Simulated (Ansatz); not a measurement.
# Ti3AlC2: the cost of one run

Method: DFT r2SCAN, scalar-relativistic, plane waves, PAW, in Ansatz 0.2.0.

The COD entry's cell or inner coordinates are ideal or old and differ from later refinements, so a difference from it is no clean test against experiment.

### Step 1. The system as given

It takes space group P6_3/mmc (No. 194, hexagonal). Conventional cell: a = 3.072 Å, b = 3.072 Å, c = 18.730 Å, α = 90.00°, β = 90.00°, γ = 120.00°. Ti (site symmetry -3m) is surrounded by 6 C at 2.21 Å. Around Ti (site symmetry 3m) lie 3 C at 2.09 Å. Al (site symmetry -6m2) has 6 Ti at 2.88 Å and 6 Al at 3.07 Å as nearest neighbours. C (site symmetry 3m) has 6 Ti at 2.09 to 2.21 Å as nearest neighbours.

Structure file:

```cif
data_structure
_symmetry_space_group_name_H-M 'P 1'
_symmetry_Int_Tables_number 1
_cell_length_a 3.0720
_cell_length_b 3.0720
_cell_length_c 18.7300
_cell_angle_alpha 90.000
_cell_angle_beta 90.000
_cell_angle_gamma 120.000
_cell_volume 153.08
loop_
_atom_site_label
_atom_site_type_symbol
_atom_site_fract_x
_atom_site_fract_y
_atom_site_fract_z
_atom_site_occupancy
Ti1 Ti 0.00000 0.00000 0.00000 1
Ti2 Ti 0.00000 0.00000 0.50000 1
Ti3 Ti 0.33333 0.66667 0.12900 1
Ti4 Ti 0.66667 0.33333 0.62900 1
Ti5 Ti 0.33333 0.66667 0.37100 1
Ti6 Ti 0.66667 0.33333 0.87100 1
Al1 Al 0.00000 0.00000 0.25000 1
Al2 Al 0.00000 0.00000 0.75000 1
C1 C 0.33333 0.66667 0.57010 1
C2 C 0.66667 0.33333 0.07010 1
C3 C 0.33333 0.66667 0.92990 1
C4 C 0.66667 0.33333 0.42990 1
```

(A quick probe on a coarse mesh, which set the mesh and smearing, is not shown.)

### Step 3. Coarse relaxation

Contents of input.yaml:

```yaml
crystal:
  lattice:
    - [3.0719999825, 0.0, 0.0]
    - [-1.5359999912, 2.6604300253, 0.0]
    - [0.0, 0.0, 18.73]
  atoms:
    - { symbol: Ti, position: [0.0, 0.0, 0.0] }
    - { symbol: Ti, position: [0.0, 0.0, 0.5] }
    - { symbol: Ti, position: [0.3333333333, 0.6666666667, 0.129] }
    - { symbol: Ti, position: [0.6666666667, 0.3333333333, 0.629] }
    - { symbol: Ti, position: [0.3333333333, 0.6666666667, 0.371] }
    - { symbol: Ti, position: [0.6666666667, 0.3333333333, 0.871] }
    - { symbol: Al, position: [0.0, 0.0, 0.25] }
    - { symbol: Al, position: [0.0, 0.0, 0.75] }
    - { symbol: C, position: [0.3333333333, 0.6666666667, 0.5701] }
    - { symbol: C, position: [0.6666666667, 0.3333333333, 0.0701] }
    - { symbol: C, position: [0.3333333333, 0.6666666667, 0.9299] }
    - { symbol: C, position: [0.6666666667, 0.3333333333, 0.4299] }
basis:
  ecutwfc: 500
kpoints:
  mp_grid: { grid: [6, 6, 1] }
hamiltonian:
  xc: r2scan
scf:
  occupations: { method: gaussian, width: 0.1 }
  lower_state_search: "off"
output:
  forces: true
  stress: true
  eigenvalues: true
relax:
  adjacent_minimum: "off"
  f_tol: 0.04
  max_steps: 70
  cell: { stress_tol: 0.4 }
```

On the command line:

```sh
> ansatz run input.yaml --threads 1 --pin off --max-ram 2560MiB --backend cpu --events-out ev --progress --plain --runs-dir out
```

**Question.** How long does this run take on 1 thread of Arm Neoverse V2, shared host, and how much memory does it need?

About 49 s, with a peak of 0.8 GiB.
